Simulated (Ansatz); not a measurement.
# LaNb2F3: the cost of one run

Program: Ansatz 0.2.0. Level of theory: DFT PBE, scalar-relativistic, plane waves, PAW. These are calculated values, not measurements.

1 further run of the same task is left out (set aside as unsound or not needed).

### 1 The structure to begin with

Symmetry: P6/mmm, No. 191, hexagonal system. The conventional cell has a = 5.843 Å, b = 5.843 Å, c = 3.235 Å, α = 90.00°, β = 90.00°, γ = 120.00°. Around La (site symmetry 6/mmm) lie 2 La at 3.23 Å and 12 F at 3.34 Å and 6 Nb at 3.37 Å. Nb (site symmetry -6m2) is surrounded by 6 F at 2.34 Å. Around F (site symmetry mmm) lie 4 Nb at 2.34 Å and 4 La at 3.34 Å.

Coordinates:

```cif
data_structure
_symmetry_space_group_name_H-M 'P6/mmm'
_symmetry_Int_Tables_number 191
_cell_length_a 5.8435
_cell_length_b 5.8435
_cell_length_c 3.2346
_cell_angle_alpha 90.000
_cell_angle_beta 90.000
_cell_angle_gamma 120.000
_cell_volume 95.65
loop_
_atom_site_label
_atom_site_type_symbol
_atom_site_symmetry_multiplicity
_atom_site_Wyckoff_symbol
_atom_site_fract_x
_atom_site_fract_y
_atom_site_fract_z
_atom_site_occupancy
La1 La 1 a 0.00000 0.00000 0.00000 1
Nb1 Nb 2 c 0.66667 0.33333 0.00000 1
F1 F 3 g 0.50000 0.00000 0.50000 1
```

A structure generator made this guess: species swapped into a database cell of LuB2Ru3 (P6/mmm, No. 191), with La on the Lu sites, Nb on the B sites and F on the Ru sites. Its size is a rough estimate.

### 2 Probe: one point on a coarse mesh

input.yaml

```yaml
crystal:
  lattice:
    - [5.84349977, 0.0, 0.0]
    - [-2.92174988, 5.06061925, 0.0]
    - [0.0, 0.0, 3.23461543]
  atoms:
    - { symbol: La, position: [0.0, 0.0, 0.0] }
    - { symbol: Nb, position: [0.66666667, 0.33333333, 0.0] }
    - { symbol: Nb, position: [0.33333333, 0.66666667, 0.0] }
    - { symbol: F, position: [0.5, 0.0, 0.5] }
    - { symbol: F, position: [0.0, 0.5, 0.5] }
    - { symbol: F, position: [0.5, 0.5, 0.5] }
basis:
  ecutwfc: 420
kpoints:
  mp_grid: { grid: [3, 3, 6] }
hamiltonian:
  xc: pbe
scf:
  occupations: { method: gaussian, width: 0.1 }
  lower_state_search: "off"
output:
  forces: true
  stress: true
  eigenvalues: true
```

On the command line:

```
$ ansatz run input.yaml --threads 1 --pin off --max-ram 2560MiB --backend cpu --events-out ev --progress --plain --runs-dir out
```

Q: Estimate wall time and peak memory on 1 thread of Intel Xeon 6975P-C (Granite Rapids), shared host.

About 2.6 s, with a peak of 0.44 GiB.
